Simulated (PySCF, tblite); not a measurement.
# C₆H₆F₃PS: infrared bands and NMR shifts

What infrared bands and NMR shifts should C₆H₆F₃PS (`FC(F)=C(F)[P@]1(=S)C=CCC1`) show?

The runs use tblite 0.8.0 and PySCF 2.14.0, with density-fitted response routines of our own; the level of theory stands in each step. All values are computed, except where a source is named. Atoms are numbered from 0 throughout.

## Step 1: Starting geometry

17 atoms, charge 0, multiplicity 1; geometry from: GFN2-xTB.

Bonds of the start (Å): F0–C1 1.32, C1–F2 1.33, C1–C3 1.33, C3–F4 1.34, C3–P5 1.85, P5–S6 1.93, P5–C7 1.81, C7–C8 1.33, C8–C9 1.50, C9–C10 1.53, C10–P5 1.85, C7–H11 1.08, C8–H12 1.08, C9–H13 1.09, C9–H14 1.09, C10–H15 1.09, C10–H16 1.09.

## Step 2: Infrared spectrum with GFN2-xTB

Job settings and geometry (Å):

```
{"job": {"kind": "ir", "xc": "GFN2-xTB", "basis": "xTB"}, "charge": 0, "multiplicity": 1}
F      3.748779    -0.346311     1.065504
C      2.661971     0.121542     0.482255
F      2.597763     1.442714     0.573058
C      1.679835    -0.558898    -0.094881
F      1.725362    -1.895416    -0.196543
P      0.314523     0.328414    -0.974482
S      0.866981     1.025129    -2.688686
C     -0.401312     1.398840     0.301447
C     -1.446655     0.815796     0.876513
C     -1.797869    -0.577553     0.451860
C     -1.077469    -0.878808    -0.866662
H     -0.037918     2.393005     0.497830
H     -2.034383     1.282540     1.652779
H     -2.878701    -0.687394     0.346516
H     -1.477099    -1.269319     1.236455
H     -0.728581    -1.909123    -0.946688
H     -1.722224    -0.673128    -1.726185
```

**Question.** This job is followed by: GIAO PBE0/pcSseg-1 NMR shielding, non-relativistic, gas phase. What will the session give for the following? strongest single infrared mode (GFN2-xTB); zero-point energy (GFN2-xTB); ¹³C shifts against TMS (PBE0/pcSseg-1); ¹H shifts against TMS (PBE0/pcSseg-1); ¹⁹F shifts against CFCl3 (PBE0/pcSseg-1); ³¹P shifts against H3PO4 (PBE0/pcSseg-1); ³³S shifts against CS2 (PBE0/pcSseg-1).

As calculated:

| quantity | value |
| --- | --- |
| strongest single infrared mode (GFN2-xTB) | 1733 cm⁻¹, 230 km/mol |
| zero-point energy (GFN2-xTB) | 67.6 kcal/mol |
| ¹³C shifts against TMS (PBE0/pcSseg-1) | 168.8, 156.2, 142.9, 137.6, 35.1, 34.6 ppm |
| ¹H shifts against TMS (PBE0/pcSseg-1) | 6.83, 6.38, 2.86, 2.77, 2.65, 1.92 ppm |
| ¹⁹F shifts against CFCl3 (PBE0/pcSseg-1) | -89.5, -112.4, -202.4 ppm |
| ³¹P shifts against H3PO4 (PBE0/pcSseg-1) | 45.2 ppm |
| ³³S shifts against CS2 (PBE0/pcSseg-1) | -190 ppm |

In words: No mode is imaginary among the 45: a minimum at this level. The strongest single mode, at 1733 cm⁻¹, moves mainly C1 and C3. Unscaled tight-binding wavenumbers are off by several per cent, some by more. Its intensities can rank the bands wrongly. At PBE0/pcSseg-1: The largest span, 272 ppm, is at P5, where the paramagnetic term is -689 ppm.
